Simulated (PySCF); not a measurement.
# SSe3: singlet, from a PBE0 minimum start

Where does singlet SSe3 go from a PBE0 minimum start, is the end point a minimum, and what are its modes, charges and moments?

Method: PBE0, basis S def2-SVP, Se def2-SVP, no relativity, density fitting; program: PySCF 2.14.0.

### 1 The system as given

4 atoms, charge 0, spin multiplicity 1.

Bond lengths: S1–Se2 2.361 Å, S1–Se3 2.062 Å, S1–Se4 2.361 Å, Se2–Se4 2.358 Å. Angles: Se2–S1–Se3 116.8°, Se2–S1–Se4 59.9°, Se3–S1–Se4 116.8°, S1–Se2–Se4 60.0°, S1–Se4–Se2 60.0°.

```xyz
4
charge 0 multiplicity 1
S     0.0000   -1.0282    0.0000
Se    1.0307    0.7387   -1.1790
Se   -2.0615   -1.0660    0.0000
Se    1.0307    0.7387    1.1790
```

### 2 First SCF at the start

The steps below are one call of a driver around PySCF. For each, scf.py gives the equivalent set-up of the SCF; relaxations use the driver's own optimiser. After this first run the driver tries any further starts and a stability analysis.

Contents of scf.py:

```python
from pyscf import gto, scf, dft
mol = gto.M(atom='''
S      0.000000    -1.028240     0.000000
Se     1.030740     0.738690    -1.178990
Se    -2.061480    -1.066020     0.000000
Se     1.030740     0.738690     1.178990''',
    basis={'S': 'def2-SVP', 'Se': 'def2-SVP'},
    charge=0, spin=0)
mf = dft.RKS(mol, xc='PBE0')
mf.grids.atom_grid = (50, 194)
aux = {'S': 'def2-universal-JKFIT', 'Se': 'def2-universal-JKFIT'}
mf = mf.density_fit(auxbasis=aux)
mf.conv_tol = 1e-08
mf.diis_space = 10
mf.max_cycle = 60
mf.init_guess = 'minao'
mf.verbose = 4
mf.kernel()
```

The run is started by

```bash
$ OMP_NUM_THREADS=4 python axn.py task.json out
```

After this run come: Relaxation: PBE0 minimum start, singlet; Hessian and properties.

What does the calculation give? Wanted: minimum; geometry; wavenumbers; dipole moment; highest occupied, lowest empty level; polar-tensor charge of S1; zero-point energy; atomisation energy.

**Answer**, as computed:

```
                                 quantity                                                                                                   value
                                  minimum                                                                                             singlet, Cs
                                 geometry  Se–Se 2.358 Å, S–Se 2.062 Å, S–Se 2.361 Å (×2); Se–S–Se 59.9°, Se–S–Se 116.7° (×2), S–Se–Se 60.0° (×2)
                       wavenumbers (cm⁻¹)                                             89 (a''), 128 (a'), 229 (a''), 279 (a'), 350 (a'), 515 (a')
                            dipole moment                                                                                                  0.70 D
     highest occupied, lowest empty level                                                                                         -6.41, -3.34 eV
                polar-tensor charge of S1                                                                                                 +0.79 e
                        zero-point energy                                                                                              9.5 kJ/mol
                      entropy at 298.15 K                                                                                         355.6 J/(mol K)
atomisation energy (no zero-point energy)                                                                                              731 kJ/mol
```

The molecule stays Cs, as typed, and the end point is a minimum. The strongest infrared band lies at 515 cm⁻¹ (a'). Other starts or spin states, not run here, may lie lower.
